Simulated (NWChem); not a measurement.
**GeCNClF (SMILES N#[C][Ge]([F])[Cl]) at 3 levels**

Wanted: a comparison of 3 runs (UB3LYP/cc-pVDZ, UPBE/cc-pVDZ, UPBE0/cc-pVDZ) of GeCNClF. 

The results are computed with NWChem 7.3.0.

## Step 1: Starting point

The species is GeCNClF (5 atoms), meant as a doublet with charge 0. As SMILES, `N#[C][Ge]([F])[Cl]`. Geometry: relaxed at PBE0-D4/def2-TZVP.

Bond lengths: N1–C2 1.153 Å, C2–Ge3 1.929 Å, Ge3–F4 1.725 Å, Ge3–Cl5 2.128 Å. Angles: N1–C2–Ge3 173.2°, C2–Ge3–F4 104.9°, C2–Ge3–Cl5 108.6°, F4–Ge3–Cl5 108.1°.

## Step 2: Energy and forces at UB3LYP/cc-pVDZ (run 1)

cclfgen.xyz

```xyz
5
CClFGeN B3LYP
N      1.169800    -1.332900     1.557000
C      0.647700    -0.755000     0.707300
Ge    -0.063200     0.127200    -0.853400
F     -1.722100    -0.343000    -0.913400
Cl     0.017500     2.230100    -0.539000
```

cclfgen.nw

```
start cclfgen
title "CClFGeN B3LYP"
memory total 2200 mb

geometry noautosym nocenter noautoz
load format xyz cclfgen.xyz
end

basis spherical bse
N library cc-pVDZ
C library cc-pVDZ
Ge library cc-pVDZ
F library cc-pVDZ
Cl library cc-pVDZ
end

dft
xc b3lyp
mult 2
grid xfine
convergence energy 1e-08
iterations 100
mulliken
print low
end

task dft gradient
```

Launch:

```sh
$ nwchem cclfgen.nw > cclfgen.out
```

What it wrote:

```text
[...]
 d= 0,ls=0.0,diis     1  -2729.8046719833 -3.14D+03  1.11D-02  2.87D-01    10.0
[...]
 d= 0,ls=0.0,diis    13  -2729.9588870018 -3.77D-09  3.65D-07  3.30D-10    89.2
[...]
         Total DFT energy =    -2729.958887001845
      One electron energy =    -4608.141000706633
           Coulomb energy =     1598.926547279039
    Exchange-Corr. energy =     -130.136273840451
 Nuclear repulsion energy =      409.391840266201
[...]
      Total Density - Mulliken Population Analysis
     ---------------------------------------------
    Atom       Charge   Shell Charges
 -----------   ------   -------------------------------------------------------
    1 N    7     7.05   2.01  0.84  0.77  2.19  1.19  0.04
    2 C    6     6.18   2.01  0.71  0.58  1.99  0.84  0.05
    3 Ge  32    31.29   2.00  2.00  2.02  1.01  0.31  6.00  6.01  1.22  0.44  9.92  0.37
    4 F    9     9.31   2.01  0.90  1.03  3.32  2.06  0.00
    5 Cl  17    17.17   2.00  2.03  0.98  0.93  6.00  3.07  2.14  0.02
[...]
      <S2> =      0.7520 (Exact =     0.7500)
                         DFT ENERGY GRADIENTS
    atom               coordinates                        gradient
                 x          y          z           x          y          z
   1 N       2.210601  -2.518816   2.942303   -0.014185   0.015714  -0.022900
   2 C       1.223976  -1.426743   1.336603    0.011368  -0.012364   0.016943
   3 Ge     -0.119431   0.240373  -1.612692   -0.015199   0.006518   0.007297
   4 F      -3.254297  -0.648176  -1.726076    0.018698   0.005364   0.000855
   5 Cl      0.033070   4.214278  -1.018562   -0.000682  -0.015233  -0.002196
 Task  times  cpu:      137.1s     wall:      137.1s
 Total times  cpu:      137.1s     wall:      137.1s
```

Wall time 2.3 min (1 thread of AMD EPYC 9B45 (Zen 5), shared host); peak memory 0.14 GiB.

## Step 3: Energy and forces at UPBE/cc-pVDZ (run 2)

run.py

```python
from ase import Atoms
from ase.calculators.nwchem import NWChem

system = Atoms(['N', 'C', 'Ge', 'F', 'Cl'], positions=[
    [1.169800, -1.332900, 1.557000],
    [0.647700, -0.755000, 0.707300],
    [-0.063200, 0.127200, -0.853400],
    [-1.722100, -0.343000, -0.913400],
    [0.017500, 2.230100, -0.539000],
])

calc = NWChem(
    label='run',
    theory='dft',
    memory='2200 mb',
    basis='cc-pVDZ',
    basispar='spherical bse',
    dft={'xc': 'xpbe96 cpbe96', 'mult': '2', 'grid': 'xfine', 'convergence': 'energy 1e-08', 'iterations': '100', 'mulliken': None},
)
system.calc = calc

forces = system.get_forces()
print(f"energy = {system.get_potential_energy():.6f} eV")
print("forces (eV/A):")
for s, f in zip(system.symbols, forces):
    print(f"{s:2s} {f[0]:10.5f} {f[1]:10.5f} {f[2]:10.5f}")
```

Launch:

```sh
$ export ASE_NWCHEM_COMMAND="nwchem PREFIX.nwi > PREFIX.nwo"
$ python run.py
```

What it wrote:

```text
energy = -74265.355363 eV
forces (eV/A):
N     1.40171   -1.55706    2.26946
C    -1.23382    1.37878   -1.91156
Ge    1.10840   -0.27583   -0.43467
F    -1.31851   -0.37574   -0.05749
Cl    0.04222    0.82985    0.13431
```

The calculator wrote run.nwi:

```
title "run"

permanent_dir run

scratch_dir run

start run

geometry units angstrom nocenter noautosym noautoz
  N  1.1698000000000000e+00 -1.3329000000000000e+00 1.5569999999999999e+00
  C  6.4770000000000005e-01 -7.5500000000000000e-01 7.0730000000000004e-01
  Ge -6.3200000000000006e-02 1.2720000000000001e-01 -8.5340000000000005e-01
  F  -1.7221000000000000e+00 -3.4300000000000003e-01 -9.1339999999999999e-01
  Cl 1.7500000000000002e-02 2.2301000000000002e+00 -5.3900000000000003e-01
end

memory 2200 mb

basis spherical bse noprint
   * library cc-pVDZ
end

dft
  xc xpbe96 cpbe96
  mult 2
  grid xfine
  convergence energy 1e-08
  iterations 100
  mulliken
end

task dft gradient
```

run.nwo, shortened:

```text
[...]
      One electron energy =    -4607.945339657124
[... 2 lines left out ...]
 Nuclear repulsion energy =      409.391840266200
[... 1365 lines left out ...]
          Convergence on energy requested:  1.00D-08
[... 23 lines left out ...]
          Spatial weights used:  Erf1
[...]
  wavefunction    = open shell
                         DFT ENERGY GRADIENTS
    atom               coordinates                        gradient
                 x          y          z           x          y          z
   1 N       2.210601  -2.518816   2.942303   -0.027259   0.030280  -0.044134
   2 C       1.223976  -1.426743   1.336603    0.023994  -0.026813   0.037174
   3 Ge     -0.119431   0.240373  -1.612692   -0.021555   0.005364   0.008453
   4 F      -3.254297  -0.648176  -1.726076    0.025641   0.007307   0.001118
   5 Cl      0.033070   4.214278  -1.018562   -0.000821  -0.016138  -0.002612
[...]
```

It took 2.5 min on 1 thread of AMD EPYC 9B45 (Zen 5), shared host; peak memory 0.14 GiB.

## Step 4: Energy and forces at UPBE0/cc-pVDZ (run 3)

calc.nw

```
START calc
TITLE "CClFGeN gradient"
memory 2200 mb
charge 0
GEOMETRY units angstroms noautosym nocenter noautoz
  N      1.169800    -1.332900     1.557000
  C      0.647700    -0.755000     0.707300
  Ge    -0.063200     0.127200    -0.853400
  F     -1.722100    -0.343000    -0.913400
  Cl     0.017500     2.230100    -0.539000
END
BASIS spherical bse
  * library cc-pVDZ
END
DFT
  xc pbe0
  mult 2
  grid xfine
  convergence energy 1e-08
  iterations 100
  mulliken
END
TASK dft gradient
```

Launch:

```sh
$ nwchem calc.nw > calc.out
```

What it wrote:

```text
[...]
          Wavefunction type:  spin polarized.
          No. of atoms     :     5
          No. of electrons :    71
[...]
          Charge           :     0
          Spin multiplicity:     2
[...]
          AO basis - number of functions:    87
[...]
              XC Information
              --------------
                         PBE0 Method XC Functional
                     Hartree-Fock (Exact) Exchange  0.250
          PerdewBurkeErnzerhof Exchange Functional  0.750
            Perdew 1991 LDA Correlation Functional  1.000 local
           PerdewBurkeErnz. Correlation Functional  1.000 non-local
[...]
 d= 0,ls=0.0,diis     1  -2729.1365421548 -3.14D+03  1.04D-02  2.79D-01    10.8
[...]
 d= 0,ls=0.0,diis    13  -2729.2885302056 -3.26D-09  6.03D-07  7.89D-10    90.3
[...]
         Total DFT energy =    -2729.288530205627
      One electron energy =    -4608.122021674645
           Coulomb energy =     1598.907000307928
    Exchange-Corr. energy =     -129.465349105109
 Nuclear repulsion energy =      409.391840266200
[...]
      Total Density - Mulliken Population Analysis
     ---------------------------------------------
    Atom       Charge   Shell Charges
 -----------   ------   -------------------------------------------------------
    1 N    7     7.07   2.01  0.84  0.81  2.18  1.20  0.04
    2 C    6     6.17   2.01  0.70  0.58  1.98  0.85  0.05
    3 Ge  32    31.25   2.00  2.00  2.01  0.98  0.30  6.00  6.01  1.23  0.41  9.93  0.38
    4 F    9     9.33   2.01  0.90  1.03  3.30  2.09  0.00
    5 Cl  17    17.18   2.00  2.03  0.96  0.95  6.00  3.06  2.16  0.02
[...]
      <S2> =      0.7524 (Exact =     0.7500)
[...]
  wavefunction    = open shell
                         DFT ENERGY GRADIENTS
    atom               coordinates                        gradient
                 x          y          z           x          y          z
   1 N       2.210601  -2.518816   2.942303   -0.012286   0.013670  -0.020004
   2 C       1.223976  -1.426743   1.336603    0.011219  -0.012865   0.018303
   3 Ge     -0.119431   0.240373  -1.612692   -0.011423   0.002291   0.001967
   4 F      -3.254297  -0.648176  -1.726076    0.012865   0.003597   0.000758
   5 Cl      0.033070   4.214278  -1.018562   -0.000376  -0.006692  -0.001024
[...]
```

It took 2.3 min on 1 thread of AMD EPYC 9B45 (Zen 5), shared host; peak memory 0.14 GiB.

## Step 5: All runs side by side

```
run           level   energy (Eh)   ⟨S²⟩  largest force (eV/Å)  wall time
  1  UB3LYP/cc-pVDZ  -2729.958887  0.752                 1.604    2.3 min
  2    UPBE/cc-pVDZ  -2729.201493  0.751                 3.089    2.5 min
  3   UPBE0/cc-pVDZ  -2729.288530  0.752                 1.397    2.3 min
```

## Step 6: What came out

| quantity | value |
| --- | --- |
| run 3: total energy | -2729.28853 Eh |
| run 3: dipole moment | 2.52 D |
| run 3: HOMO energy (highest over α and β) | -8.12 eV |
| run 3: LUMO energy (lowest over α and β) | -4.78 eV |
| run 3: ⟨S²⟩ | 0.752 |
| run 3: largest force on an atom | 1.397 eV/Å |

**Reading.** Totals of different functionals can't be ranked against each other. All runs together took 7.1 min, the longest 2.5 min.
